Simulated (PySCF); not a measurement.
**C₄H₄N₂Se: a tour of settings**

Aim: see how C₄H₄N₂Se (`[H]/N=C\c1ncc[se]1`) answers to the choice of functional, basis, grid and SCF options.

Programs: PySCF 2.14.0, with density-fitted response routines of our own. Each step states its level of theory. These are calculated values for one molecule, in the gas phase or a continuum, unless marked as measured. Atoms are numbered from 0 throughout.

## (1) The molecule as given

11 atoms, charge 0, multiplicity 1; geometry from: GFN2-xTB.

Bonds of the start (Å): N0–C1 1.26, C1–C2 1.45, C2–N3 1.29, N3–C4 1.34, C4–C5 1.37, C5–Se6 1.85, Se6–C2 1.92, N0–H7 1.02, C1–H8 1.09, C4–H9 1.08, C5–H10 1.07.

## (2) NMR shieldings: PBE0/pcSseg-1

What the job is given:

```
{"job": {"kind": "nmr", "xc": "PBE0", "basis": "pcSseg-1"}, "charge": 0, "multiplicity": 1}
N     -2.743654    -0.422079    -0.073690
C     -1.870619     0.474190     0.058386
C     -0.433951     0.289795    -0.023010
N      0.144864    -0.840379    -0.244122
C      1.482721    -0.783597    -0.278929
C      2.061203     0.438952    -0.080315
Se     0.791926     1.749588     0.195946
H     -2.360093    -1.349222    -0.254313
H     -2.209698     1.489605     0.252750
H      2.027822    -1.694486    -0.459363
H      3.114903     0.650303    -0.079384
```

Method: GIAO PBE0/pcSseg-1 NMR shielding, non-relativistic, gas phase.

Launch:

```console
$ OMP_NUM_THREADS=1 python probes_run.py task.json out
```

One launch serves the whole session: the jobs run in the order shown.

Standard output:

```text
coarse grid: 48184 points
cycle   1  E = -2664.9105710037  dE =  3.222e-01  |g| = 8.153e-01  |ddm| = 3.586e+00
cycle   2  E = -2664.7653872730  dE =  1.452e-01  |g| = 1.024e+00  |ddm| = 1.555e+00
cycle   3  E = -2664.9470630028  dE = -1.817e-01  |g| = 3.342e-01  |ddm| = 1.362e+00
cycle   4  E = -2664.9735542791  dE = -2.649e-02  |g| = 6.966e-02  |ddm| = 3.447e-01
cycle   5  E = -2664.9743064367  dE = -7.522e-04  |g| = 2.504e-02  |ddm| = 7.406e-02
cycle   6  E = -2664.9744443989  dE = -1.380e-04  |g| = 8.036e-03  |ddm| = 2.838e-02
cycle   7  E = -2664.9744555633  dE = -1.116e-05  |g| = 2.943e-03  |ddm| = 9.196e-03
cycle   8  E = -2664.9744577943  dE = -2.231e-06  |g| = 9.032e-04  |ddm| = 3.829e-03
final grid: 101384 points
cycle   9  E = -2664.9744656859  dE =  4.322e-07  |g| = 1.552e-03  |ddm| = 2.680e-03
cycle  10  E = -2664.9744637969  dE =  1.889e-06  |g| = 3.035e-03  |ddm| = 4.805e-03
cycle  11  E = -2664.9744663338  dE = -2.537e-06  |g| = 3.280e-04  |ddm| = 3.338e-03
cycle  12  E = -2664.9744663590  dE = -2.514e-08  |g| = 3.450e-05  |ddm| = 2.714e-04
cycle  13  E = -2664.9744663592  dE = -2.383e-10  |g| = 4.668e-06  |ddm| = 3.460e-05
converged SCF energy = -2664.9744663592

GIAO shielding tensors (ppm)
atom      isotropic    diamagn.    paramagn.     s11        s22        s33       span
  0 N      -91.811     323.275    -415.086   -423.950   -107.167    255.685    679.635
  1 C       25.863     247.041    -221.178    -81.431     44.415    114.605    196.037
  2 C        6.572     260.032    -253.460    -52.139      9.579     62.277    114.417
  3 N      -96.776     330.597    -427.373   -425.301    -97.904    232.877    658.178
  4 C       39.084     251.135    -212.050    -35.714     46.257    106.709    142.423
  5 C       46.005     259.491    -213.487    -49.577     53.359    134.232    183.809
  6 Se    1032.898    2998.759   -1965.862    526.018   1113.726   1458.949    932.931
  7 H       19.370      34.633     -15.263     10.842     20.917     26.351     15.509
  8 H       23.203      28.002      -4.799     19.474     21.894     28.241      8.766
  9 H       23.588      29.931      -6.343     19.652     22.830     28.282      8.630
 10 H       23.942      30.724      -6.781     21.181     22.289     28.357      7.176
```

Wall time 31 s (1 thread of Intel Xeon at 2.70GHz, shared host); peak memory 0.75 GiB.

Shifts follow as δ = σ(reference) − σ, with reference shieldings (ppm) from runs at the same level and on the same kind of geometry: 1H TMS 31.72, 13C TMS 186.9, 15N NH3 267.7, 77Se Me2Se 1758. The references are single molecules in the gas phase, so shifts against H2O, NH3, PH3, H3PO4 or CFCl3 are not on the usual liquid scales and can be off by tens of ppm.

```tsv
atoms	environment	σ (ppm)	δ (ppm)
C2	substituted aromatic carbon next to a ring nitrogen	6.6	180.4
C1	C=N carbon	25.9	161.1
C4	aromatic CH next to a ring nitrogen	39.1	147.8
C5	aromatic CH next to the ring selenium	46.0	140.9
H7	hydrogen on an imine nitrogen	19.37	12.35
H8	hydrogen on a C=N carbon	23.20	8.51
H9	hydrogen on an aromatic CH next to a ring nitrogen	23.59	8.13
H10	hydrogen on an aromatic CH next to the ring selenium	23.94	7.77
N3	pyridine-type nitrogen of an azole	-96.8	364.5
N0	imine nitrogen	-91.8	359.5
Se6	selenium bonded to 2 C, in a 5-membered ring	1033	725
```

Charges from the same density, by scheme (e):

```tsv
atoms	Mulliken	IAO	Hirshfeld	ESP fit
N0	-0.31	-0.40	-0.21	-0.65
C1	0.13	0.02	0.03	0.25
C2	-0.02	-0.05	0.02	0.17
N3	-0.39	-0.26	-0.15	-0.37
C4	0.16	-0.06	-0.01	0.08
C5	-0.30	-0.36	-0.10	-0.34
Se6	0.21	0.35	0.16	0.07
```

Mayer bond orders: N0–C1 2.06, C1–C2 0.98, C2–N3 1.64, N3–C4 1.32, C4–C5 1.51, C5–Se6 1.24, Se6–C2 1.06.

Ring of atoms C2, N3, C4, C5, Se6: NICS(0) -12.5, NICS(1) -11.7, NICS(1)zz -26.3 ppm (means of both faces).

## (3) TDDFT and polarisability: PBE0/def2-SVPD

Settings changed since step 2:

```diff
@@ -1,2 +1,2 @@
-{"job": {"kind": "nmr", "xc": "PBE0", "basis": "pcSseg-1"}, "charge": 0, "multiplicity": 1}
+{"job": {"kind": "uv", "xc": "PBE0", "basis": "def2-SVPD", "nstates": 6, "ntriplets": 2}, "charge": 0, "multiplicity": 1}
 N     -2.743654    -0.422079    -0.073690
```

Method: TDDFT PBE0/def2-SVPD, vertical, gas phase, core orbitals frozen in the response.

Standard output:

```text
coarse grid: 48184 points
cycle   1  E = -2664.7448731558  dE =  3.754e-01  |g| = 4.465e-01  |ddm| = 6.540e+00
cycle   2  E = -2664.6207440950  dE =  1.241e-01  |g| = 8.497e-01  |ddm| = 3.298e+00
cycle   3  E = -2664.7918164898  dE = -1.711e-01  |g| = 7.905e-02  |ddm| = 2.383e+00
cycle   4  E = -2664.7930359678  dE = -1.219e-03  |g| = 3.945e-02  |ddm| = 1.999e-01
cycle   5  E = -2664.7933820309  dE = -3.461e-04  |g| = 1.426e-02  |ddm| = 9.935e-02
cycle   6  E = -2664.7934277096  dE = -4.568e-05  |g| = 4.543e-03  |ddm| = 3.589e-02
cycle   7  E = -2664.7934324259  dE = -4.716e-06  |g| = 1.380e-03  |ddm| = 1.052e-02
final grid: 101384 points
cycle   8  E = -2664.7934218515  dE =  1.249e-06  |g| = 2.638e-03  |ddm| = 1.064e-02
cycle   9  E = -2664.7934162501  dE =  5.601e-06  |g| = 5.348e-03  |ddm| = 1.590e-02
cycle  10  E = -2664.7934236585  dE = -7.408e-06  |g| = 3.594e-04  |ddm| = 1.092e-02
cycle  11  E = -2664.7934236903  dE = -3.180e-08  |g| = 5.322e-05  |ddm| = 6.116e-04
cycle  12  E = -2664.7934236910  dE = -7.440e-10  |g| = 1.986e-05  |ddm| = 1.405e-04
converged SCF energy = -2664.7934236910

Static polarisability (au): isotropic 87.853, principal 52.277 91.515 119.767

Singlet excitations
state   eV       nm        f      main configurations
  1   3.9978    310.1   0.00201   H-1->L 0.97
  2   4.4888    276.2   0.20228   H->L 0.92
  3   4.5250    274.0   0.00043   H-3->L 0.99
  4   5.1363    241.4   0.00012   H->L+1 0.97
  5   5.2802    234.8   0.05974   H-2->L 0.88
  6   6.0025    206.6   0.00018   H-2->L+1 0.97

Triplet excitations (Tamm-Dancoff, eV): 2.8913 3.3483
```

It took 38 s on 1 thread of Intel Xeon at 2.70GHz, shared host; peak memory 0.78 GiB.

The orbitals next to the gap, with their largest atomic shares:

```tsv
orbital	eV	atoms
HOMO−3	-8.35	N3 56 %, Se6 14 %, C2 9 %
HOMO−2	-8.33	Se6 44 %, N3 21 %, C5 17 %
HOMO−1	-7.77	N0 59 %, C1 14 %, H7 8 %
HOMO	-7.31	C5 20 %, C4 20 %, C2 17 %
LUMO	-2.23	Se6 18 %, N0 18 %, C2 16 %
LUMO+1	-0.75	Se6 63 %, C2 12 %, C5 10 %
LUMO+2	-0.06	C4 25 %, C5 17 %, C1 13 %
```

With each of the 6 states as a Gaussian band of 0.4 eV half-width at 1/e, the curve within the window shown has maxima at 276 nm (ε 8,300) L/(mol cm). Beyond the last state computed it falls off for lack of states. The curve at chosen wavelengths:

| nm | ε (L/mol/cm) |
| --- | --- |
| 197 | 8 |
| 204 | 49 |
| 210 | 207 |
| 217 | 724 |
| 224 | 1588 |
| 231 | 2356 |
| 237 | 2643 |
| 244 | 2798 |
| 251 | 3438 |
| 257 | 4658 |
| 264 | 6493 |
| 271 | 7918 |
| 278 | 8236 |
| 284 | 7561 |
| 291 | 6051 |
| 298 | 4320 |
| 305 | 2803 |
| 311 | 1816 |
| 318 | 1032 |
| 325 | 560 |
| 331 | 323 |
| 338 | 168 |
| 345 | 86 |
| 352 | 45 |
| 358 | 26 |
| 365 | 14 |

Further results of this job:

```tsv
property	computed
dipole moment (D)	3.55
polarisability (Å³)	13.02
HOMO–LUMO gap (eV)	5.08
−ε(HOMO) (eV)	7.31
```

## (4) Shielding tensors: PBE0/aug-pcSseg-1 in dichloromethane

Settings changed since step 3:

```diff
@@ -1,2 +1,2 @@
-{"job": {"kind": "uv", "xc": "PBE0", "basis": "def2-SVPD", "nstates": 6, "ntriplets": 2}, "charge": 0, "multiplicity": 1}
+{"job": {"kind": "nmr", "xc": "PBE0", "basis": "aug-pcSseg-1", "solvent": "dichloromethane", "pop": true, "grid": 4, "scf": {"guess": "huckel"}}, "charge": 0, "multiplicity": 1}
 N     -2.743654    -0.422079    -0.073690
```

Level: GIAO PBE0/aug-pcSseg-1 NMR shielding, non-relativistic, IEF-PCM dichloromethane.

Standard output:

```text
final grid: 263208 points
cycle   1  E = -2660.1942969683  dE =  1.913e+00  |g| = 4.572e+00  |ddm| = 1.871e+01
cycle   2  E = -2649.9551306225  dE =  1.024e+01  |g| = 5.626e+00  |ddm| = 1.155e+03
cycle   3  E = -2664.3784728169  dE = -1.442e+01  |g| = 1.481e+00  |ddm| = 1.155e+03
cycle   4  E = -2664.7359931192  dE = -3.575e-01  |g| = 1.038e+00  |ddm| = 7.512e+00
cycle   5  E = -2664.9692096947  dE = -2.332e-01  |g| = 3.376e-01  |ddm| = 2.723e+00
cycle   6  E = -2664.9950042047  dE = -2.579e-02  |g| = 1.485e-01  |ddm| = 9.484e-01
cycle   7  E = -2664.9997758422  dE = -4.772e-03  |g| = 3.211e-02  |ddm| = 4.815e-01
cycle   8  E = -2664.9999154624  dE = -1.396e-04  |g| = 1.208e-02  |ddm| = 1.047e-01
cycle   9  E = -2664.9999438870  dE = -2.842e-05  |g| = 4.660e-03  |ddm| = 3.621e-02
cycle  10  E = -2664.9999491417  dE = -5.255e-06  |g| = 1.015e-03  |ddm| = 1.248e-02
cycle  11  E = -2664.9999493508  dE = -2.091e-07  |g| = 4.508e-04  |ddm| = 3.123e-03
cycle  12  E = -2664.9999493952  dE = -4.443e-08  |g| = 1.876e-04  |ddm| = 1.305e-03
cycle  13  E = -2664.9999494036  dE = -8.347e-09  |g| = 4.854e-05  |ddm| = 5.167e-04
cycle  14  E = -2664.9999494041  dE = -4.902e-10  |g| = 2.534e-05  |ddm| = 2.017e-04
converged SCF energy = -2664.9999494041

GIAO shielding tensors (ppm)
atom      isotropic    diamagn.    paramagn.     s11        s22        s33       span
  0 N      -58.561     296.732    -355.293   -338.275    -93.853    256.444    594.720
  1 C       19.887     248.451    -228.564    -83.531     26.467    116.725    200.256
  2 C        2.753     232.743    -229.990    -60.031      2.838     65.452    125.483
  3 N      -91.984     310.179    -402.163   -409.384    -98.717    232.149    641.532
  4 C       37.337     234.700    -197.363    -39.162     43.387    107.785    146.947
  5 C       39.839     264.577    -224.738    -58.563     43.148    134.932    193.495
  6 Se     997.792    2995.696   -1997.904    495.253   1057.340   1440.784    945.531
  7 H       20.241      33.450     -13.209     14.009     20.649     26.067     12.058
  8 H       22.744      18.842       3.902     18.770     21.613     27.848      9.078
  9 H       23.360      26.736      -3.376     19.354     22.836     27.890      8.537
 10 H       23.303      31.496      -8.193     20.439     21.468     28.002      7.563
```

Wall time 2.4 min (1 thread of Intel Xeon at 2.70GHz, shared host); peak memory 0.97 GiB.

Key values: σ C2 2.8, C1 19.9, C4 37.3, C5 39.8, H7 20.24, H8 22.74 ppm.

## (5) Nuclear shieldings: PBE0/6-31G*

Settings changed since step 4:

```diff
@@ -1,2 +1,2 @@
-{"job": {"kind": "nmr", "xc": "PBE0", "basis": "aug-pcSseg-1", "solvent": "dichloromethane", "pop": true, "grid": 4, "scf": {"guess": "huckel"}}, "charge": 0, "multiplicity": 1}
+{"job": {"kind": "nmr", "xc": "PBE0", "basis": "6-31G*", "pop": false}, "charge": 0, "multiplicity": 1}
 N     -2.743654    -0.422079    -0.073690
```

Method: GIAO PBE0/6-31G* NMR shielding, non-relativistic, gas phase.

Standard output:

```text
coarse grid: 48184 points
cycle   1  E = -2664.9090657085  dE =  4.545e-01  |g| = 4.510e-01  |ddm| = 3.784e+00
cycle   2  E = -2664.7980182731  dE =  1.110e-01  |g| = 8.185e-01  |ddm| = 1.291e+00
cycle   3  E = -2664.9558169432  dE = -1.578e-01  |g| = 9.015e-02  |ddm| = 9.062e-01
cycle   4  E = -2664.9576530696  dE = -1.836e-03  |g| = 3.675e-02  |ddm| = 1.231e-01
cycle   5  E = -2664.9579557438  dE = -3.027e-04  |g| = 1.397e-02  |ddm| = 4.504e-02
cycle   6  E = -2664.9580021240  dE = -4.638e-05  |g| = 4.218e-03  |ddm| = 1.626e-02
cycle   7  E = -2664.9580061654  dE = -4.041e-06  |g| = 1.406e-03  |ddm| = 5.197e-03
final grid: 101384 points
cycle   8  E = -2664.9580229129  dE =  1.116e-06  |g| = 2.540e-03  |ddm| = 4.199e-03
cycle   9  E = -2664.9580184712  dE =  4.442e-06  |g| = 4.877e-03  |ddm| = 7.469e-03
cycle  10  E = -2664.9580245660  dE = -6.095e-06  |g| = 2.828e-04  |ddm| = 4.919e-03
cycle  11  E = -2664.9580245845  dE = -1.847e-08  |g| = 4.440e-05  |ddm| = 2.647e-04
cycle  12  E = -2664.9580245850  dE = -4.970e-10  |g| = 1.648e-05  |ddm| = 6.198e-05
converged SCF energy = -2664.9580245850

GIAO shielding tensors (ppm)
atom      isotropic    diamagn.    paramagn.     s11        s22        s33       span
  0 N      -49.539     327.443    -376.982   -349.405    -60.836    261.625    611.030
  1 C       48.110     252.899    -204.790    -47.529     63.563    128.295    175.824
  2 C       27.313     259.368    -232.055    -27.832     29.874     79.897    107.730
  3 N      -56.403     329.467    -385.870   -358.155    -56.827    245.774    603.929
  4 C       61.488     255.630    -194.142     -4.966     67.058    122.372    127.337
  5 C       65.413     260.496    -195.083    -19.150     69.786    145.602    164.752
  6 Se    1265.888    3000.852   -1734.963    846.213   1368.584   1582.869    736.656
  7 H       20.479      33.447     -12.969     12.751     22.250     26.435     13.684
  8 H       23.983      27.975      -3.992     20.571     22.666     28.713      8.142
  9 H       24.371      29.467      -5.096     20.533     23.760     28.821      8.288
 10 H       24.840      28.506      -3.666     21.879     23.569     29.071      7.192
```

Run time: 18 s. Hardware: 1 thread of Intel Xeon at 2.70GHz, shared host; peak memory 0.68 GiB.

Key values: δ C2 169.1, C1 148.3, C4 134.9, C5 131.0, H7 11.93, H8 8.43 ppm.

## (6) Shielding tensors: WP04/pcSseg-1

Settings changed since step 5:

```diff
@@ -1,2 +1,2 @@
-{"job": {"kind": "nmr", "xc": "PBE0", "basis": "6-31G*", "pop": false}, "charge": 0, "multiplicity": 1}
+{"job": {"kind": "nmr", "xc": "WP04", "basis": "pcSseg-1", "pop": false, "scf": {"level_shift": 0.3}}, "charge": 0, "multiplicity": 1}
 N     -2.743654    -0.422079    -0.073690
```

With the program's defaults for keys left out, this is: GIAO WP04/pcSseg-1 NMR shielding, non-relativistic, gas phase.

Standard output:

```text
final grid: 101384 points
cycle   1  E = -2683.7263075374  dE =  2.690e-01  |g| = 8.052e-01  |ddm| = 3.398e+00
cycle   2  E = -2683.7223240705  dE =  3.983e-03  |g| = 8.513e-01  |ddm| = 1.233e+00
cycle   3  E = -2683.8529467272  dE = -1.306e-01  |g| = 2.117e-01  |ddm| = 4.211e-01
cycle   4  E = -2683.8627208186  dE = -9.774e-03  |g| = 5.286e-02  |ddm| = 2.093e-01
cycle   5  E = -2683.8635075170  dE = -7.867e-04  |g| = 1.059e-02  |ddm| = 7.072e-02
cycle   6  E = -2683.8635446500  dE = -3.713e-05  |g| = 5.882e-03  |ddm| = 1.835e-02
cycle   7  E = -2683.8635545176  dE = -9.868e-06  |g| = 2.249e-03  |ddm| = 7.477e-03
cycle   8  E = -2683.8635563495  dE = -1.832e-06  |g| = 6.636e-04  |ddm| = 3.732e-03
cycle   9  E = -2683.8635567014  dE = -3.518e-07  |g| = 3.652e-04  |ddm| = 1.886e-03
cycle  10  E = -2683.8635568174  dE = -1.161e-07  |g| = 1.788e-04  |ddm| = 1.016e-03
cycle  11  E = -2683.8635568558  dE = -3.834e-08  |g| = 1.152e-04  |ddm| = 5.818e-04
cycle  12  E = -2683.8635568698  dE = -1.400e-08  |g| = 5.817e-05  |ddm| = 3.476e-04
cycle  13  E = -2683.8635568744  dE = -4.619e-09  |g| = 3.407e-05  |ddm| = 1.897e-04
cycle  14  E = -2683.8635568760  dE = -1.613e-09  |g| = 2.300e-05  |ddm| = 1.121e-04
cycle  15  E = -2683.8635568766  dE = -5.921e-10  |g| = 1.435e-05  |ddm| = 6.488e-05
level shift removed, Fock matrix diagonalised once more
converged SCF energy = -2683.8635568766

GIAO shielding tensors (ppm)
atom      isotropic    diamagn.    paramagn.     s11        s22        s33       span
  0 N      -95.518     322.441    -417.958   -415.848   -109.997    239.292    655.139
  1 C       15.228     248.733    -233.505    -93.191     35.320    103.554    196.746
  2 C       -9.961     261.551    -271.512    -74.117     -6.301     50.536    124.653
  3 N     -111.526     331.998    -443.524   -436.847   -110.973    213.241    650.088
  4 C       26.718     252.459    -225.741    -48.724     34.454     94.424    143.148
  5 C       28.685     260.364    -231.679    -70.802     38.597    118.259    189.061
  6 Se     862.550    3005.396   -2142.847    346.741    955.349   1285.558    938.817
  7 H       20.242      34.912     -14.669     12.297     21.661     26.768     14.471
  8 H       23.881      28.735      -4.855     20.487     22.323     28.831      8.344
  9 H       24.157      30.612      -6.455     20.594     23.427     28.450      7.856
 10 H       24.381      31.063      -6.682     21.953     22.455     28.735      6.782
```

Run time: 34 s. Hardware: 1 thread of Intel Xeon at 2.70GHz, shared host; peak memory 0.81 GiB.

In short: δ C2 185.1, C1 159.9, C4 148.4, C5 146.4, H7 11.75, H8 8.12 ppm.

## (7) Side by side: NMR shifts

Isotropic shieldings (ppm) of some atoms, chosen among heavy atoms and hydrogens apart, with basis size and wall time:

```tsv
run	C2	C5	H8	H10	N3	N0	Se6	functions	time
PBE0/pcSseg-1	6.6	46.0	23.20	23.94	-96.8	-91.8	1033	163	31 s
PBE0/aug-pcSseg-1 in dichloromethane	2.8	39.8	22.74	23.30	-92.0	-58.6	998	242	2.4 min
PBE0/6-31G*	27.3	65.4	23.98	24.84	-56.4	-49.5	1266	124	18 s
WP04/pcSseg-1	-10.0	28.7	23.88	24.38	-111.5	-95.5	863	163	34 s
```

## (8) Outcome

| quantity | value |
| --- | --- |
| 13C shifts against TMS (PBE0/pcSseg-1) | 180.4, 161.1, 147.8, 140.9 ppm |
| 1H shifts against TMS (PBE0/pcSseg-1) | 12.35, 8.51, 8.13, 7.77 ppm |
| 15N shifts against NH3 (PBE0/pcSseg-1) | 364.5, 359.5 ppm |
| 77Se shifts against Me2Se (PBE0/pcSseg-1) | 725 ppm |
| lowest singlet (PBE0/def2-SVPD) | 4.00 eV (310 nm), f = 0.002 |
| brightest single state of those computed | state 2, 4.49 eV, f = 0.202 |
| lowest triplet | 2.89 eV |
| range of the shielding of Se6 | 863 to 1266 ppm |

**Reading.** Single values in the summary come from the first run of each kind that ended normally (PBE0/pcSseg-1; PBE0/def2-SVPD), which need not be the best level. At PBE0/pcSseg-1: The largest span, 933 ppm, is at Se6, where the paramagnetic term is -1966 ppm. NICS(1)zz of -26 ppm above the planar ring from C2 marks a diatropic (aromatic) ring current. The first singlet state (HOMO−1→LUMO 0.97) lies at 4.00 eV and is weak; of the 6 states computed, the strongest absorption comes from state 2 at 4.49 eV. The lowest triplet lies 1.11 eV below the lowest singlet (triplets in Tamm-Dancoff, singlets in full TDDFT). Across the 4 runs the shielding of Se6 moves most, between 863 (WP04/pcSseg-1) and 1266 ppm (PBE0/6-31G*). Spin-orbit coupling is left out, which matters for shieldings and couplings at and beside the heavy atoms.
